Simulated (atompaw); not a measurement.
# Pseudopotential generation for Rb: PAW (atompaw), PBEsol

Aim: build the potential from the settings below, then test how well it stands in for the atom: scattering, ghost states and the plane-wave cutoff that it needs.

Program: atompaw 4.2.0.5. Reference atom: PBEsol, scalar-relativistic, spherical and spin-unpolarised. All values are calculated.

**1. The atom and the settings**

Typed settings, in words:

| Quantity | Value |
| --- | --- |
| element | rubidium (Rb, Z = 37) |
| type | PAW |
| frozen core | [Kr] |
| valence charge | 1 |
| reference configuration | 5s1 5p0 |
| partial waves | 5s (bound): rc 3.00 bohr; 5s channel at 0.7 Ry: rc 3.00 bohr; 5p (bound, empty): rc 3.00 bohr; 5p channel at 1.05 Ry: rc 3.00 bohr; 4d channel at 0.1 Ry: rc 3.00 bohr |
| local potential | bessel scheme, radius 2.60 bohr |
| core correction | smooth core density matched at 2.00 bohr |
| augmentation charge | sinc compensation charge, radius 2.65 bohr; PAW radius 3.00 bohr; waves and projectors: custom polynom vanderbiltortho |

The nodes and maxima of the atom's own shells, from an earlier all-electron run, set the scale for the radii.

All-electron outer shells of the reference configuration (PBEsol, scalar-relativistic, ld1.x):

| shell | level (eV) | outermost node (bohr) | outermost maximum (bohr) |
| --- | --- | --- | --- |
| 4s | -31.91 | 0.62 | 1.25 |
| 4p | -15.98 | 0.64 | 1.42 |
| 5s | -2.22 | 1.79 | 4.43 |
| 5p | -0.74 | 2.20 | 6.14 |

**2. The generation run**

Contents of Rb.input:

```
Rb 37
GGA-PBESOL scalarrelativistic loggrid 1500 logderivrange -2 5 176
5 5 3 0 0 0
5 0 1
5 1 0
0 0 0
c
c
c
c
v
c
c
c
v
c
2
3.00 2.65 2.60 2.00
y
0.7
n
y
1.05
n
y
0.1
n
custom polynom vanderbiltortho sinc
bessel
3.00
3.00
3.00
3.00
3.00
PWSCFOUT
UPFDX 0.0125d0 UPFXMIN -7.d0 UPFZMESH 37.d0
END
```

Launch:

```
$ atompaw < Rb.input > Rb.log
```

**Question.** What will these runs give? Wanted: cutoffs for 10 and 1 mRy, occupied levels; bound ghosts; largest phase difference near zero energy, channels read; lowest eigenvalue of the overlap; share of valence orbitals outside the PAW sphere; UPF file.

As calculated:

| quantity | value |
| --- | --- |
| cutoffs for 10 and 1 mRy, occupied levels | 6 Ry or less and 6 Ry or less |
| bound ghosts | s at -34.59 eV, p at -15.84 eV |
| largest phase difference near zero energy, channels read | 0.024 rad |
| lowest eigenvalue of the overlap (Bessel basis) | 0.599 (s) |
| share of valence orbitals outside the PAW sphere | 5s 90 %, 5p 98 % |
| UPF file | written |

What this shows: A bound ghost (s, p) makes it unfit for use: electrons can fall into a state that the atom doesn't have. Close by lies the frozen 4p level (-16.0 eV). By its cutoff, 6 Ry or less for the looser tolerance, it is soft on the atom at that tolerance. Near zero energy the phases of the channels with partial waves agree within 0.024 rad. These are tests on the free atom; a crystal test is still owed.
